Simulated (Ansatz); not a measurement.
# C7H6I: the cost of one run

Program: Ansatz 0.2.0. Level of theory: DFT unrestricted B3LYP+D3(BJ), Gaussian basis def2-TZVP, and further levels as typed in the inputs. These are calculated values, not measurements.

## 1. The system as given

Bond lengths: C1–C2 1.410 Å, C2–C3 1.406 Å, C3–C4 1.396 Å, C4–C5 1.391 Å, C5–C6 1.394 Å, C2–C7 1.405 Å, C6–C7 1.401 Å, C7–I8 2.100 Å, C1–H9 1.080 Å, C1–H10 1.080 Å, C3–H11 1.088 Å, C4–H12 1.087 Å, C5–H13 1.087 Å, C6–H14 1.087 Å. Angles (14 of 21 angles, heavy atoms first): C1–C2–C3 118.6°, C1–C2–C7 123.1°, C3–C2–C7 118.3°, C2–C3–C4 121.1°, C3–C4–C5 120.0°, C4–C5–C6 119.8°, C5–C6–C7 120.3°, C2–C7–C6 120.5°, C2–C7–I8 122.7°, C6–C7–I8 116.8°, C2–C1–H9 120.6°, C2–C1–H10 120.6°, C2–C3–H11 120.3°, C4–C3–H11 118.6°.

Coordinates:

```xyz
14

C    -1.3354    1.8692    0.0000
C    -0.3542    0.8565    0.0000
C     1.0005    1.2323    0.0000
C     2.0143    0.2723    0.0000
C     1.6914   -1.0807    0.0000
C     0.3541   -1.4749    0.0000
C    -0.6654   -0.5140    0.0000
I    -2.6403   -1.2279    0.0000
H    -2.3860    1.6170    0.0000
H    -1.0502    2.9113    0.0000
H     1.2783    2.2847    0.0000
H     3.0560    0.5833    0.0000
H     2.4794   -1.8293    0.0000
H     0.1208   -2.5369    0.0000
```

## 2. Relaxing the atoms: C7H6I

File input.yaml:

```yaml
relax:
  f_tol: 0.001
  max_steps: 200
crystal:
  periodic: [false, false, false]
  atoms:
    - { symbol: C, position_ang: [-1.335369, 1.86915, 0.0] }
    - { symbol: C, position_ang: [-0.354192, 0.856534, 0.0] }
    - { symbol: C, position_ang: [1.000498, 1.232274, 0.0] }
    - { symbol: C, position_ang: [2.014256, 0.272341, 0.0] }
    - { symbol: C, position_ang: [1.69142, -1.080731, 0.0] }
    - { symbol: C, position_ang: [0.354104, -1.474903, 0.0] }
    - { symbol: C, position_ang: [-0.665355, -0.513952, 0.0] }
    - { symbol: I, position_ang: [-2.640266, -1.227895, 0.0] }
    - { symbol: H, position_ang: [-2.385994, 1.616983, 0.0] }
    - { symbol: H, position_ang: [-1.050202, 2.911302, 0.0] }
    - { symbol: H, position_ang: [1.278348, 2.284661, 0.0] }
    - { symbol: H, position_ang: [3.055987, 0.58325, 0.0] }
    - { symbol: H, position_ang: [2.479359, -1.829308, 0.0] }
    - { symbol: H, position_ang: [0.120771, -2.536882, 0.0] }
magnetization:
  spin_polarized: true
  initial_magnetization: 1
basis:
  gaussian: { orbitals: def2-TZVP }
hamiltonian:
  xc: { name: B3LYP }
  dispersion: d3bj
```

Launch:

```sh
ansatz run input.yaml --threads 4 --pin off --max-ram 12288MiB --backend cpu --events-out ev --progress --plain --runs-dir out
```

**Question.** How long does this run take on 4 threads of Intel Xeon 6975P-C (Granite Rapids), shared host, and how much memory does it need?

About 84 s, with a peak of 1.6 GiB.
